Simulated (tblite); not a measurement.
# CH8O4Si3Zn: the cost of one run

Programs: tblite 0.8.0 and PySCF 2.14.0. All values are calculated, for the isolated system unless a continuum is named. Atoms count from 0, parts from 1.

### 1 Starting point

17 atoms, charge 0, multiplicity 1; geometry: distance geometry start.

### 2 Relaxing the cluster with GFN2-xTB

The job: settings as JSON, then the geometry in Å.

```
{"job": {"kind": "relax", "xc": "GFN2-xTB", "basis": "xTB"}, "charge": 0, "multiplicity": 1}
O     -0.237339     1.505261    -0.138548
Si    -0.655582     1.825138    -1.834374
O      0.156321     0.647251    -2.860577
Si     1.060632    -0.778262    -2.298008
O      1.853584    -0.411729    -0.760731
Si     1.303743     0.807603     0.407532
O      1.051076     0.046761     1.973672
Zn     2.155380    -0.890487     2.718646
C      3.291987    -1.668058     3.683716
H     -2.051313     1.709140    -1.996263
H     -0.239545     3.116472    -2.200529
H      2.020923    -1.168180    -3.263239
H      0.117070    -1.844023    -2.085644
H      2.293439     1.845418     0.501564
H      4.141036    -1.061998     3.759499
H      3.532766    -2.582763     3.266383
H      2.883497    -1.811831     4.638215
```

With the program's defaults for keys left out, this is: GFN2-xTB geometry optimisation, gas phase.

On the command line:

```sh
$ OMP_NUM_THREADS=1 python cluster_run.py task.json out
```

One launch serves the whole session: the jobs run in the order shown.

Q: Estimate the wall time of this first job on 1 thread of Arm Neoverse V1, shared host.

About 4.1 s.
